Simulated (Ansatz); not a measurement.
## Pt, space group P6_3/mmc: a convergence test of the k-point mesh

Computed with Ansatz's Python interface.

`pt.cif`
```cif
data_Pt
_cell_length_a 2.760666
_cell_length_b 2.760666
_cell_length_c 4.792134
_cell_angle_alpha 90.00000
_cell_angle_beta 90.00000
_cell_angle_gamma 120.00000
_symmetry_space_group_name_H-M 'P 1'
_symmetry_Int_Tables_number 1
loop_
_symmetry_equiv_pos_as_xyz
'x, y, z'
loop_
_atom_site_label
_atom_site_type_symbol
_atom_site_fract_x
_atom_site_fract_y
_atom_site_fract_z
Pt1 Pt    0.666667    0.333333    0.750000
Pt2 Pt    0.333333    0.666667    0.250000
```

`pt_kconv.py`:
```python
'''Convergence of Pt with the k-point mesh.'''

import ansatz as az
from ase.io import read
from tabulate import tabulate

XC = 'pbesol'
VDW = 'd4'
SMEARING_WIDTH = 0.1

atoms = read('pt.cif')
pt = az.Crystal.from_ase(atoms)

model = (
    pt.calculation()
    .functional(XC, dispersion=VDW)
    .occupations(az.OccupationsMethod.FERMI_DIRAC, width=SMEARING_WIDTH)  # fractional filling near the Fermi level
)

rows = []
for value in [0.9, 0.7, 0.55, 0.45, 0.35]:
    report = model.kpoints(spacing=value).run(threads=1).report
    rows.append((value, report['free_energy_ev'] / len(report['lattice']['sites']), report['n_iterations'], report['n_kpoints']))

print(tabulate(rows, headers=['spacing (1/A)', 'F/atom (eV)', 'iterations', 'k-points'], floatfmt='.4f', tablefmt='github'))

# differences from the last row
for row in rows[:-1]:
    shift = 1000 * (row[1] - rows[-1][1])
    print(f'{row[0]}: {shift:+.2f} meV/atom' + ('  (within 2 meV)' if abs(shift) < 2 else ''))
```

Running `python pt_kconv.py` prints:
```text
DeckWarning: the atoms were moved onto the symmetric positions of the space group found under crystal.symmetry.tolerance 1.0e-5 (fractional; no operation is sought that the atoms, as they stand in a round, miss by more than twice it, and no atom is moved by as much as it), and the run uses the moved positions. Before [...]
DeckWarning: basis.ecutwfc = 420 eV, auto-derived from the records' recommended cutoffs: set by Pt (normal level)
|   spacing (1/A) |   F/atom (eV) |   iterations |   k-points |
|-----------------|---------------|--------------|------------|
|          0.9000 |   -12383.6842 |            8 |          6 |
|          0.7000 |   -12384.2684 |            7 |          8 |
|          0.5500 |   -12384.0724 |            6 |         10 |
|          0.4500 |   -12384.2667 |            6 |         14 |
|          0.3500 |   -12384.1748 |            6 |         30 |
0.9: +490.58 meV/atom
0.7: -93.57 meV/atom
0.55: +102.36 meV/atom
0.45: -91.90 meV/atom
```
(Warnings from the package without file and line, shortened.)

What to keep in mind:
- Spin is left out of this run.
- Dispersion corrections can be off by several per cent in the lattices of metals, and by several GPa in the pressure at a fixed cell.
- Spin-orbit coupling, which matters for elements this heavy, is left out.
- This isn't the structure that Pt takes at ambient conditions.
- Shifts are counted from the finest mesh, which is itself no proven limit.
- Finished in 5.4 s on 1 thread of Intel(R) Xeon(R) Processor @ 2.30GHz, on a shared host, peak memory 0.52 GiB.
